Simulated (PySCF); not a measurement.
# CH3FO2Si: the cost of one run

The runs use PySCF 2.14.0, with density-fitted response routines of our own; the level of theory stands in each step. All values are computed, except where a source is named. Atoms count from 0, in the outputs and in this text.

## 1. The molecule as given

8 atoms, charge 0, multiplicity 1; geometry from: GFN2-xTB. The atoms were then displaced at random by about 0.01 Å, so the start is not that level's minimum.

Bonds of the start (Å): O0–C1 1.21, C1–O2 1.33, O2–Si3 1.60, Si3–F4 1.61, C1–H5 1.11, Si3–H6 1.46, Si3–H7 1.45.

## 2. Relaxing the molecule at PBE0-D3(BJ)/def2-SVP

Job settings and geometry (Å):

```
{"job": {"xc": "PBE0", "basis": "def2-SVP", "d3": "d3bj", "grid": 1, "shake": 0.01, "kind": "geom"}, "charge": 0, "multiplicity": 1}
O      1.696170    -1.034810    -0.543140
C      1.509480     0.084470    -0.114050
O      0.336240     0.619040     0.192200
Si    -1.096730    -0.091910     0.062810
F     -2.029810     1.100830     0.602650
H      2.331920     0.805120     0.081540
H     -1.239240    -1.199830     0.995160
H     -1.452910    -0.302040    -1.329630
```

On the command line:

```console
$ OMP_NUM_THREADS=1 python probes_run.py task.json out
```

This one command runs all jobs of the session in turn.

**Question.** How long does this first job take on 1 thread of Arm Neoverse N1, shared host, and how much memory does it need?

About 41 s, with a peak of 0.38 GiB.
